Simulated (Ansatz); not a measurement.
# C2H7NOSi2: one species, many methods

Aim: compute C2H7NOSi2 with functionals from several rungs and with coupled cluster, and see how far each lands from CCSD(T) at the basis-set limit for the atomisation energy.

Computed with Ansatz 0.2.0, Gaussian basis. Level: functionals in def2-TZVPP, the program's frozen cores in correlated methods.

Plan: PBE-D4, r2SCAN-D4, PBE0-D4, B3LYP-D4, ωB97X-V, ωB97M-V, B2PLYP; CCSD(T)/def2-TZVPP; MP2/def2-QZVPP; extrapolation to the limit.

## Step 1: The geometry

All runs share one geometry, relaxed beforehand with PBE0-D4 in a triple-zeta def2 set.

13 atoms, charge 0, spin multiplicity 1.

Atoms are counted from 1 here; the program's logs count them from 0.

Bond lengths: O1–C2 1.340 Å, O1–H7 0.971 Å, C2–N3 1.270 Å, C2–Si6 1.915 Å, N3–Si4 1.745 Å, Si4–C5 1.892 Å, Si4–H8 1.486 Å, Si4–H9 1.486 Å, C5–Si6 1.871 Å, C5–H10 1.092 Å, C5–H11 1.092 Å, Si6–H12 1.486 Å, Si6–H13 1.486 Å. Angles: C2–O1–H7 106.8°, O1–C2–N3 121.9°, O1–C2–Si6 119.2°, N3–C2–Si6 119.0°, C2–N3–Si4 115.1°, N3–Si4–C5 105.1°, N3–Si4–H8 109.6°, N3–Si4–H9 109.5°, C5–Si4–H8 112.1°, C5–Si4–H9 112.0°, H8–Si4–H9 108.5°, Si4–C5–Si6 102.7°, Si4–C5–H10 111.4°, Si4–C5–H11 111.6°, Si6–C5–H10 111.5°, Si6–C5–H11 111.7°, H10–C5–H11 107.9°, C2–Si6–C5 98.0° and more.

Geometry (Å):

| atom | x (Å) | y (Å) | z (Å) |
| --- | --- | --- | --- |
| O1 | 2.2295 | -0.6884 | -1.3466 |
| C2 | 1.0710 | -0.5025 | -0.7002 |
| N3 | 0.2176 | -1.4340 | -0.5733 |
| Si4 | -1.2288 | -0.9999 | 0.3000 |
| C5 | -0.9989 | 0.8210 | 0.7602 |
| Si6 | 0.6899 | 1.2143 | 0.0569 |
| H7 | 2.2355 | -1.6098 | -1.6519 |
| H8 | -2.4161 | -1.2103 | -0.5686 |
| H9 | -1.3628 | -1.8647 | 1.5011 |
| H10 | -1.7744 | 1.4460 | 0.3126 |
| H11 | -1.0304 | 0.9692 | 1.8415 |
| H12 | 1.7067 | 1.5645 | 1.0820 |
| H13 | 0.6815 | 2.2596 | -0.9988 |

## Step 2: PBE-D4 (GGA)

Contents of in.yaml:

```yaml
crystal:
  periodic: [false, false, false]
  atoms:
    - {symbol: O, position_ang: [2.229526, -0.688357, -1.346638]}
    - {symbol: C, position_ang: [1.071045, -0.502526, -0.700177]}
    - {symbol: N, position_ang: [0.217648, -1.433951, -0.573329]}
    - {symbol: Si, position_ang: [-1.228849, -0.999875, 0.299970]}
    - {symbol: C, position_ang: [-0.998857, 0.820978, 0.760184]}
    - {symbol: Si, position_ang: [0.689936, 1.214347, 0.056904]}
    - {symbol: H, position_ang: [2.235469, -1.609751, -1.651863]}
    - {symbol: H, position_ang: [-2.416084, -1.210266, -0.568589]}
    - {symbol: H, position_ang: [-1.362826, -1.864690, 1.501072]}
    - {symbol: H, position_ang: [-1.774389, 1.446031, 0.312593]}
    - {symbol: H, position_ang: [-1.030386, 0.969234, 1.841459]}
    - {symbol: H, position_ang: [1.706737, 1.564536, 1.082046]}
    - {symbol: H, position_ang: [0.681529, 2.259590, -0.998834]}
basis:
  gaussian: {orbitals: def2-TZVPP}
hamiltonian: {xc: pbe, dispersion: d4}
output: {forces: true, orbitals: {seedname: orbitals}}
```

Launch:

```
$ ansatz run in.yaml --threads 2 --pin off --events-out ev --progress --plain --max-ram 32768MiB --backend cuda --devices 0, --max-vram 18GiB
```

The runs that follow: r2SCAN-D4 (meta-GGA); PBE0-D4 (hybrid); B3LYP-D4 (hybrid); ωB97X-V (range-separated); ωB97M-V (range-separated); B2PLYP (double hybrid); CCSD(T) in def2-TZVPP; MP2 in def2-QZVPP.

Q: Predict the results of all the runs planned. Wanted: atomisation energy, CCSD(T)/CBS; farthest; mean size of error, hybrid; mean size of error, range-separated; gap, smallest and largest; T1 diagnostic; triples share of the correlation energy.

**Answer**, as computed:

| quantity | value |
| --- | --- |
| atomisation energy, CCSD(T)/CBS | 4907.8 kJ/mol |
| functionals within 24.5 kJ/mol (0.5 %) | r2SCAN-D4, PBE0-D4, B3LYP-D4 |
| farthest | PBE-D4 (+102.7 kJ/mol) |
| mean size of error, hybrid | 3.9 kJ/mol |
| mean size of error, range-separated | 30.0 kJ/mol |
| gap, smallest and largest | 4.55 eV (PBE-D4), 11.56 eV (ωB97X-V) |
| T1 diagnostic | 0.0143 |
| triples share of the correlation energy | 4.3 % |

In words: PBE-D4 is off by +102.7 kJ/mol. Double hybrids carry the basis error of their MP2 part in triple zeta, and no dispersion term here, so their miss is partly the set-up's. Misses under about 24.5 kJ/mol are within the doubt on the reference itself, which lacks core-valence correlation, relativity and higher excitations. Hartree-Fock recovers 71 % of the binding; the rest is correlation. Orbital gaps span 4.6 to 11.6 eV; exact exchange widens them.
